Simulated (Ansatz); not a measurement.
# C₂H₆F₂Ge: one species, many methods

An exercise on one series of results from a longer session: the logs are not shown, and one member is left open.

Computed with Ansatz 0.2.0, Gaussian basis. Level: functionals in def2-TZVPP, the program's frozen cores in correlated methods.

The runs, in order: LDA (SPW92), PBE-D4, revPBE-D4, BLYP-D4, r2SCAN-D4, B97M-V, PBE0-D4, B3LYP-D4, r2SCANh-D4, r2SCAN0-D4, HSE06-D4, BHLYP-D4, CAM-B3LYP-D4, LC-ωPBE, ωB97X-V, ωB97M-V, B2PLYP, PBE-QIDH; CCSD(T)/def2-SVP; CCSD(T)/def2-TZVPP; MP2/def2-QZVPP; extrapolation to the limit; RPA on PBE.

### The geometry

An earlier PBE0-D4 in a triple-zeta def2 set relaxation fixed the geometry.

SMILES `[CH3][Ge]([CH3])([F])[F]`, 11 atoms, charge 0, spin multiplicity 1.

Atoms are counted from 1 here; the program's logs count them from 0.

Bond lengths: C1–Ge2 1.926 Å, C1–H6 1.090 Å, C1–H7 1.091 Å, C1–H8 1.091 Å, Ge2–C3 1.926 Å, Ge2–F4 1.737 Å, Ge2–F5 1.737 Å, C3–H9 1.091 Å, C3–H10 1.090 Å, C3–H11 1.091 Å. Angles: Ge2–C1–H6 109.0°, Ge2–C1–H7 110.2°, Ge2–C1–H8 110.2°, H6–C1–H7 109.1°, H6–C1–H8 109.1°, H7–C1–H8 109.2°, C1–Ge2–C3 121.3°, C1–Ge2–F4 107.6°, C1–Ge2–F5 107.6°, C3–Ge2–F4 107.6°, C3–Ge2–F5 107.6°, F4–Ge2–F5 103.7°, Ge2–C3–H9 110.2°, Ge2–C3–H10 109.0°, Ge2–C3–H11 110.2°, H9–C3–H10 109.1°, H9–C3–H11 109.2°, H10–C3–H11 109.1°.

Coordinates:

```xyz
11
C2H6F2Ge
C    -1.55831    0.46504    0.52793
Ge    0.15581    0.44136   -0.35025
C     1.38846   -1.01690   -0.09718
F    -0.12462    0.60350   -2.05639
F     0.98322    1.90902    0.07068
H    -2.08820    1.37497    0.24611
H    -1.42740    0.44869    1.61048
H    -2.14877   -0.40044    0.22521
H     1.66014   -1.10226    0.95555
H     2.28743   -0.82670   -0.68359
H     0.93764   -1.95318   -0.42804
```

The first run:

in.yaml

```yaml
crystal:
  periodic: [false, false, false]
  atoms:
    - {symbol: C, position_ang: [-1.558314, 0.465037, 0.527930]}
    - {symbol: Ge, position_ang: [0.155810, 0.441357, -0.350251]}
    - {symbol: C, position_ang: [1.388463, -1.016899, -0.097182]}
    - {symbol: F, position_ang: [-0.124615, 0.603496, -2.056386]}
    - {symbol: F, position_ang: [0.983222, 1.909020, 0.070675]}
    - {symbol: H, position_ang: [-2.088204, 1.374972, 0.246107]}
    - {symbol: H, position_ang: [-1.427396, 0.448689, 1.610484]}
    - {symbol: H, position_ang: [-2.148774, -0.400438, 0.225209]}
    - {symbol: H, position_ang: [1.660137, -1.102259, 0.955547]}
    - {symbol: H, position_ang: [2.287429, -0.826699, -0.683588]}
    - {symbol: H, position_ang: [0.937640, -1.953178, -0.428044]}
basis:
  gaussian: {orbitals: def2-TZVPP}
hamiltonian: {xc: lda}
output: {orbitals: {seedname: orbitals}}
```

The run is started by

```sh
$ ansatz run in.yaml --threads 4 --pin off --events-out ev --progress --plain --max-ram 10444MiB
```

Steps of the session up to this table: LDA; PBE-D4 (GGA); revPBE-D4 (GGA); BLYP-D4 (GGA); r2SCAN-D4 (meta-GGA); B97M-V (meta-GGA); B3LYP-D4 (hybrid); r2SCANh-D4 (hybrid); r2SCAN0-D4 (hybrid); HSE06-D4 (hybrid); BHLYP-D4 (hybrid); CAM-B3LYP-D4 (range-separated); LC-ωPBE (range-separated); ωB97X-V (range-separated); ωB97M-V (range-separated); B2PLYP (double hybrid); PBE-QIDH (double hybrid).

One table of the session follows, with a row left open; its other results are not shown here.

It belongs to the step «Frontier levels by functional». 

| functional | HOMO (eV) | LUMO (eV) | gap (eV) |
| --- | --- | --- | --- |
| LDA (SPW92) | -7.74 | -0.43 | 7.30 |
| PBE-D4 | -7.56 | -0.25 | 7.31 |
| revPBE-D4 | -7.49 | -0.16 | 7.33 |
| BLYP-D4 | -7.45 | -0.29 | 7.16 |
| r2SCAN-D4 | -7.89 | 0.39 | 8.28 |
| B97M-V | -7.99 | -0.07 | 7.92 |
| PBE0-D4 | ? | ? | ? |
| B3LYP-D4 | -8.76 | 0.24 | 9.00 |
| r2SCANh-D4 | -8.42 | 0.69 | 9.11 |
| r2SCAN0-D4 | -9.20 | 1.09 | 10.29 |
| HSE06-D4 | -8.59 | 0.25 | 8.83 |
| BHLYP-D4 | -10.28 | 1.23 | 11.51 |
| CAM-B3LYP-D4 | -10.37 | 1.39 | 11.76 |
| LC-ωPBE | -11.70 | 2.76 | 14.46 |
| ωB97X-V | -11.34 | 2.52 | 13.86 |
| ωB97M-V | -11.20 | 2.11 | 13.31 |

**Question.** Estimate the row for PBE0-D4.

As computed: HOMO (eV): -8.99; LUMO (eV): 0.62; gap (eV): 9.60. In the column «HOMO (eV)» it lies between r2SCAN0-D4 (-9.20) and B3LYP-D4 (-8.76).
